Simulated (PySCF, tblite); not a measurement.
**F2H3SSi2 radical: geometry, infrared bands and EPR parameters**

What infrared bands and EPR parameters should F2H3SSi2 radical (`F[SiH]S[SiH2]F`) show?

The runs use tblite 0.8.0 and PySCF 2.14.0, with density-fitted response routines of our own; the level of theory stands in each step. All values are computed, except where a source is named. Atoms count from 0, in the outputs and in this text.

**1. Starting geometry**

8 atoms, charge 0, multiplicity 2; geometry from: force field or distance geometry start.

Bonds of the start (Å): F0–Si1 1.69, Si1–S2 2.17, S2–Si3 2.16, Si3–F4 1.70, Si1–H5 1.48, Si3–H6 1.46, Si3–H7 1.48.

**2. Optimising the geometry with GFN2-xTB**

Job settings and geometry (Å):

```
{"job": {"kind": "relax", "xc": "GFN2-xTB", "basis": "xTB"}, "charge": 0, "multiplicity": 2}
F      1.439300     1.702500    -0.490200
Si     2.021200     0.487900     0.530500
S      0.264500    -0.344800     1.487900
Si    -1.238100    -0.337800    -0.058400
F     -2.547900     0.575700     0.520000
H      2.456500    -0.582100    -0.402600
H     -0.699100     0.230200    -1.294800
H     -1.687300    -1.722200    -0.317100
```

Started as:

```
$ OMP_NUM_THREADS=1 python probes_run.py task.json out
```

One launch serves the whole session: the jobs run in the order shown.

The log of the run:

```text
step      E/eV     max force
  0    -484.57069    2.184
  1    -484.70202    1.373
  2    -484.76149    1.280
  3    -484.78248    0.410
  4    -484.79617    0.277
  5    -484.80994    0.305
  6    -484.81707    0.313
  7    -484.82701    0.268
  8    -484.83202    0.197
  9    -484.83436    0.123
 10    -484.83522    0.106
 11    -484.83623    0.135
 12    -484.83773    0.148
 13    -484.83944    0.162
 14    -484.84068    0.106
 15    -484.84133    0.089
 16    -484.84181    0.079
 17    -484.84247    0.088
 18    -484.84336    0.113
 19    -484.84423    0.109
 20    -484.84480    0.078
 21    -484.84512    0.049
 22    -484.84533    0.050
 23    -484.84558    0.066
 24    -484.84601    0.095
 25    -484.84679    0.118
 26    -484.84805    0.132
 27    -484.84935    0.114
 28    -484.85012    0.080
 29    -484.85056    0.060
 30    -484.85098    0.085
 31    -484.85174    0.141
 32    -484.85303    0.179
 33    -484.85461    0.153
 34    -484.85594    0.076
 35    -484.85669    0.062
 36    -484.85719    0.070
 37    -484.85801    0.088
 38    -484.85935    0.126
 39    -484.86293    0.199
 40    -484.87273    0.215
 41    -484.86200    0.583
 42    -484.87771    0.129
 43    -484.88017    0.121
 44    -484.87883    0.403
 45    -484.88482    0.122
 46    -484.88664    0.122
 47    -484.89001    0.256
 48    -484.89388    0.120
 49    -484.89605    0.107
 50    -484.89899    0.091
 51    -484.89990    0.077
 52    -484.90123    0.124
 53    -484.90246    0.147
 54    -484.90448    0.154
 55    -484.90681    0.140
 56    -484.90915    0.112
 57    -484.91033    0.093
 58    -484.91036    0.092
 59    -484.91081    0.043
 60    -484.91090    0.035
 61    -484.91108    0.035
 62    -484.91148    0.055
 63    -484.91174    0.059
 64    -484.91207    0.057
 65    -484.91237    0.067
 66    -484.91284    0.082
 67    -484.91353    0.066
 68    -484.91439    0.072
 69    -484.91497    0.058
 70    -484.91511    0.048
 71    -484.91537    0.028
 72    -484.91547    0.030
 73    -484.91564    0.030
 74    -484.91580    0.042
 75    -484.91597    0.045
 76    -484.91609    0.037
 77    -484.91620    0.025
 78    -484.91631    0.026
 79    -484.91644    0.033
 80    -484.91662    0.038
 81    -484.91685    0.031
 82    -484.91711    0.031
 83    -484.91737    0.032
 84    -484.91757    0.098
 85    -484.91784    0.060
 86    -484.91820    0.038
 87    -484.91865    0.034
 88    -484.91892    0.038
 89    -484.91928    0.050
 90    -484.91967    0.062
 91    -484.91998    0.093
 92    -484.92163    0.108
 93    -484.92327    0.090
 94    -484.92606    0.221
 95    -484.91083    0.801
 96    -484.92855    0.085
 97    -484.92944    0.092
 98    -484.93014    0.056
 99    -484.93080    0.029
100    -484.93091    0.025
101    -484.93098    0.039
102    -484.93107    0.024
103    -484.93113    0.015
104    -484.93115    0.008
```

Run time: 0.56 s. Hardware: 1 thread of Arm Neoverse V1, shared host.

Step by step: (not every step is listed)

```csv
step,energy from step 0 (eV),largest force (eV/Å)
0,0.0000,2.1839
1,-0.1313,1.3728
2,-0.1908,1.2796
3,-0.2118,0.4102
4,-0.2255,0.2774
5,-0.2392,0.3046
6,-0.2464,0.3127
7,-0.2563,0.2680
8,-0.2613,0.1969
17,-0.2718,0.0883
26,-0.2774,0.1324
35,-0.2860,0.0621
44,-0.3081,0.4029
53,-0.3318,0.1465
62,-0.3408,0.0549
71,-0.3447,0.0285
80,-0.3459,0.0382
89,-0.3486,0.0499
98,-0.3594,0.0556
99,-0.3601,0.0289
100,-0.3602,0.0254
101,-0.3603,0.0385
102,-0.3604,0.0245
103,-0.3604,0.0153
104,-0.3605,0.0075
```

Close pairs (by a distance rule), those that changed most:

```csv
bond,before (Å),after (Å),change (Å)
Si3–F4,1.698,1.607,-0.092
F0–Si1,1.690,1.624,-0.066
Si1–H5,1.485,1.446,-0.038
Si3–H7,1.478,1.443,-0.035
Si3–H6,1.463,1.446,-0.018
S2–Si3,2.156,2.141,-0.015
Si1–S2,2.167,2.157,-0.010
```

The next job starts from the end point, and lists it.

**3. Infrared spectrum with GFN2-xTB**

Job settings and geometry (Å):

```
{"job": {"kind": "ir", "xc": "GFN2-xTB", "basis": "xTB"}, "charge": 0, "multiplicity": 2}
F      1.575313     1.313574    -0.852679
Si     1.699996     0.584703     0.592847
S      0.479077    -1.189681     0.477327
Si    -1.393032    -0.395769    -0.193362
F     -1.849414     0.725476     0.863238
H      3.080686     0.156270     0.642401
H     -1.256322     0.307216    -1.449272
H     -2.327247    -1.492376    -0.105065
```

The log of the run:

```text
mode    cm-1     km/mol
  1      32.3      1.42
  2      53.7      8.74
  3      93.4      3.64
  4     185.1     27.70
  5     202.7      3.12
  6     457.6      6.18
  7     490.1     56.27
  8     509.1    159.34
  9     538.3     55.67
 10     566.1     17.48
 11     602.2    135.29
 12     710.3    169.95
 13     738.7    230.18
 14     776.6    290.16
 15     824.5    226.81
 16    2378.6    214.14
 17    2410.8    208.03
 18    2437.1    150.81
```

Wall time 0.21 s (1 thread of Arm Neoverse V1, shared host).

The strongest bands and the atoms that carry them (share of the mass-weighted mode):

```csv
cm⁻¹,km/mol,atoms
509,159.3,"S2 25 %, H7 24 %, Si3 19 %, H6 19 %"
710,169.9,"H6 52 %, H7 38 %"
739,230.2,"H7 46 %, H6 43 %"
777,290.2,"F0 53 %, Si1 38 %"
824,226.8,"F4 57 %, Si3 41 %"
2379,214.1,H5 96 %
2411,208.0,H6 93 %
2437,150.8,H7 94 %
```

**4. EPR parameters: B3LYP/pcH-1**

Settings changed since step 3:

```diff
@@ -1,2 +1,2 @@
-{"job": {"kind": "ir", "xc": "GFN2-xTB", "basis": "xTB"}, "charge": 0, "multiplicity": 2}
+{"job": {"kind": "epr", "basis": "pcH-1"}, "charge": 0, "multiplicity": 2}
 F      1.575313     1.313574    -0.852679
```

With the program's defaults for keys left out, this is: UKS B3LYP, pcH-1 on F H S Si, non-relativistic, mean-field spin-orbit, GIAO.

The log of the run:

```text
UKS, coarse grid
  cycle   1  E = -1178.70440171  |g| = 6.05e-01
  cycle   2  E = -1178.49615615  |g| = 1.04e+00
  cycle   3  E = -1178.81791115  |g| = 7.65e-02
  cycle   4  E = -1178.81939436  |g| = 4.93e-02
  cycle   5  E = -1178.82042997  |g| = 6.42e-03
  cycle   6  E = -1178.82043957  |g| = 3.32e-03
  cycle   7  E = -1178.82044497  |g| = 9.71e-04
UKS, final grid
  cycle   1  E = -1178.82053427  |g| = 1.42e-03
  cycle   2  E = -1178.82053326  |g| = 2.21e-03
  cycle   3  E = -1178.82053509  |g| = 1.13e-04
  cycle   4  E = -1178.82053510  |g| = 2.64e-05
E = -1178.82053510 Eh   <S^2> = 0.7517 (exact 0.7500)
g shifts (ppm)      1          2          3
  rmc          -185       -185       -185
  gc             72         -0         60
  oz_so        -848         53       5730
  total        -960       -132       5605
hyperfine (MHz)  atom isotope    a_iso     a_fc   dipolar eigenvalues
    0   19F     166.23     163.67   -137.24   -131.01    268.25
    1  29Si    -811.80    -812.62   -142.00     70.71     71.29
    2   33S       3.53       3.39    -16.03    -15.10     31.13
    3  29Si      -8.14      -8.17     -1.30      0.28      1.02
    4   19F      -0.19      -0.37     -6.23     -3.12      9.36
    5    1H     182.66     182.65     -6.39     -0.67      7.06
    6    1H      -0.28      -0.28     -1.39     -0.94      2.33
    7    1H      -0.98      -0.98     -1.15     -0.71      1.86
```

Wall time 33 s (1 thread of Arm Neoverse V1, shared host); peak memory 0.64 GiB.

Principal g values 2.00136, 2.00219, 2.00792; g(iso) = 2.00382, against 2.00232 for a free electron.

Hyperfine couplings; where a row names several nuclei, a(iso) is their mean (it holds for fast rotation or exchange) and the dipolar term the largest among them:

```csv
nuclei,isotope,a(iso) (MHz),"a(iso) (G, at g = 2.0023)",largest dipolar term (MHz)
Si1,29Si,-811.8,-289.7,-142.0
H5,1H,182.7,65.2,7.1
F0,19F,166.2,59.3,268.3
Si3,29Si,-8.1,-2.9,-1.3
S2,33S,3.5,1.3,31.1
"H6, H7",1H,-0.6,-0.2,2.3
F4,19F,-0.2,-0.1,9.4
```

Mulliken spin populations:

```csv
atom,value (e)
F0,0.04
Si1,0.74
S2,0.12
Si3,0.00
F4,0.00
H5,0.09
H6,0.00
H7,0.00
```

In first order the couplings over 0.8 MHz of 1H, 19F give 4 distinct lines over 124.5 G, if the averaged nuclei exchange fast; the same motion can average rows kept apart here too.

The fields below are evaluated on a grid from the run's orbitals.

ELF in a plane through or near 5 of the atoms.

Ten even steps from '0' (0.00) to '9' (1.00):
```
0000000000000000000000000000
0000000000001210000000000000
0000000000135553100000000000
0000000000368886300000000000
0000010000478987300033100000
0001577200477578400699620000
0005999921562617516999970000
0018999973672518648999981000
0028999982687578214999981000
0017999940166575362799860000
0005998621122243283487520000
0000210146630015423321000000
0000000377761018999510000000
0000001585783009999710000000
0000001478862009999710000000
0000000135430006998400000000
0000000012210003675100000000
0000000000000000000000000000
0000000000000000000000000000
0000000000000000000000000000
```
The map spans 11.4 Å across and 7.9 Å up, centred on the molecule. Atoms in the plane (x, y in Å): F0 (-1.7, -1.3), S2 (-0.2, 1.3), Si3 (1.5, 0.0), H5 (-3.1, 0.6), H7 (2.6, 0.8).

On the surface of density 0.002 e/bohr³ the electrostatic potential runs, from the 1st to the 99th percentile, from -0.89 V near F0 to 1.78 V near H7.

The spin density lies nearest to Si1 64 %; S2 14 %; H5 12 %; F0 8 %.

**5. Outcome**

| quantity | value |
| --- | --- |
| strongest single infrared mode (GFN2-xTB) | 777 cm⁻¹, 290 km/mol |
| zero-point energy (GFN2-xTB) | 20.0 kcal/mol |
| g(iso) (B3LYP) | 2.00382 |
| ⟨S²⟩ | 0.752 (exact 0.75) |
| largest a(iso) (averaged by class) | 29Si on Si1, -811.8 MHz |
| potential on the surface of density 0.002 e/bohr³, 1st and 99th percentile | -0.89 V and 1.78 V |

In words: Over 104 steps the energy fell by 0.360 eV; of the close pairs, Si3–F4 changed most, 1.698 to 1.607 Å. No mode is imaginary among the 18: a minimum at this level. The strongest single mode, at 777 cm⁻¹, moves mainly F0 and Si1. GFN2-xTB is a fitted tight-binding method: band positions and strengths are rough. Its intensities can rank the bands wrongly. Most of the unpaired spin sits on Si1 (0.74 e). The isotropic g lies 1.5 ppt above the free-electron value. These values are for one conformer; the search (at its own cheap level) found 2 more, at 0.01, 0.17 kcal/mol (those within 0.05 may be mirror or relabelled copies), and measured spectra average over such forms.
